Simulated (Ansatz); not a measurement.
Ba2Cd, space group I4/mmm: a comparison of norm-conserving and PAW potentials, run with Ansatz 0.2.0, Python API.

`nc_paw_ba2cd.py`:
```python
# -*- coding: utf-8 -*-
import ansatz
import numpy as np
import pandas as pd


def count_gap(report):
    # lowest empty less highest filled band, counting bands; zero where they overlap
    return max(report.get("gap_by_band_count_ev") or 0.0, 0.0)


def main():
    vectors = np.array([
        [-2.136, 2.136, 7.6],
        [2.136, -2.136, 7.6],
        [2.136, 2.136, -7.6],
    ])
    structure = (
        ansatz.Lattice.of(vectors)
        .atom("Ba", [0.37, 0.37, 0.0])
        .atom("Ba", [0.63, 0.63, 0.0])
        .atom("Cd", [0.0, 0.0, 0.0])
    )

    calc = (
        structure.calculation()
        .occupations("fermi_dirac", width=0.05)
        .functional("pbesol")
        .kpoints(9, 9, 9, center="gamma")
        .stress()
        .forces()
        .band_table()
    )
    variants = {
        "PAW": calc.pseudopotentials("paw"),
        "norm-conserving": calc.pseudopotentials("nc"),
    }
    rows = []
    for label, variant in variants.items():
        report = variant.run(threads=1).report
        levels = np.array(report["eigenvalues_ev"][0]) - report["fermi_energy_ev"]
        print(label, "levels at the first k-point near E_F:", np.round(levels[np.abs(levels) < 5], 3))
        rows.append((label, report["n_electrons"], np.trace(report["stress_gpa"]) / 3, float(np.abs(report["forces_ev_ang"]).max()), count_gap(report)))
    print(pd.DataFrame(rows, columns=["treatment", "electrons in bands", "P GPa", "max force component eV/A", "gap by band count eV"]).round(4).to_string(index=False))


if __name__ == "__main__":
    main()
```

How well do the two treatments of the cores agree on the pressure?

PAW gives -0.801 GPa and norm-conserving -0.808 GPa, 0.007 GPa apart. They took 11.2 and 81.8 s of processor time.

What the script printed:

Output of `python nc_paw_ba2cd.py`:
```text
DeckWarning: basis.ecutwfc = 420 eV, auto-derived from the records' recommended cutoffs: set by Ba (normal level)
PAW levels at the first k-point near E_F: [-4.556 -1.328 -0.344  0.612  0.829  1.27   1.989]
DeckWarning: basis.ecutwfc = 1387.780699 eV, auto-derived from the records' recommended cutoffs: set by Cd (normal level)
norm-conserving levels at the first k-point near E_F: [-4.557 -1.329 -0.347  0.614  0.831  1.272  1.991]
      treatment  electrons in bands   P GPa  max force component eV/A  gap by band count eV
            PAW                40.0 -0.8006                    0.0049                   0.0
norm-conserving                40.0 -0.8080                    0.0049                   0.0
```
(Warnings from the package without file and line.)

Reading the output:
- The computed bands are complete only to about 1.4 eV above the Fermi level.
- A gap by band count of zero or less means overlapping bands, a metal.
- The starting cell is as deposited in a crystallographic database; the results hold for this polymorph, which needn't be the stable one.
- Gaps and levels are Kohn-Sham values on a finite set of k-points, without spin-orbit coupling.
- Stress is positive in compression.
- The whole script took 94 s on 1 thread of Arm Neoverse V2, with other jobs on the host, peak memory 1.3 GiB.
